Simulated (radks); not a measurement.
# Sm³³⁺ in [Ne] 3s2 3p5.5 3d10 4s1 4p0.5: an all-electron calculation

Aim: the levels, the sizes of the orbitals and the parts of the energy of the samarium ion Sm33+.

Method: scalar-relativistic Kohn-Sham, PBE, spin-polarised, spherical densities, finite nucleus; open shells are filled with parallel spins first. Code: radks (a radial shooting solver on a logarithmic mesh, Libxc functionals) version 1.

## 1. Starting point

| Item | Value |
| --- | --- |
| element | samarium (Z = 62) |
| charge | +33 |
| electrons | 29 |
| configuration | [Ne] 3s2 3p5.5 3d10 4s1 4p0.5 |
| nuclear rms radius | 5.0819 fm |

## 2. The calculation

Settings of this run:

```text
Z 62
configuration [Ne] 3s2 3p5.5 3d10 4s1 4p0.5 5s0 4d0
relativity scalar-relativistic
functional pbe,pbe
spin polarised
nucleus finite rms 5.0819 fm
c 137.035999084
```

Run with:

```sh
$ python run_ks.py task.json out
```

This one command runs every case of the session in turn.

What does the calculation give?

The runs gave:

| quantity | value |
| --- | --- |
| total energy | -9794.2443 hartree |
| exchange-correlation share of it | 1.92 % |
| −T/E | 1.0726 |
| highest occupied level | 4p up, -1277.9 eV |
| most extended occupied level | 4p up, <r> = 0.515 bohr |
| radius at density 0.001 e/bohr³ | 1.13 bohr |
| maxima of the radial density | 3 |

4 principal shells are occupied and 3 maxima appear in the radial density; where shells overlap, one shows as a shoulder or not at all. −T/E is 1.073: with relativity the kinetic term as defined here no longer equals −E. This is not the tabulated ground configuration, so its levels and sizes aren't those of the ground state, and no measured value stands beside it.
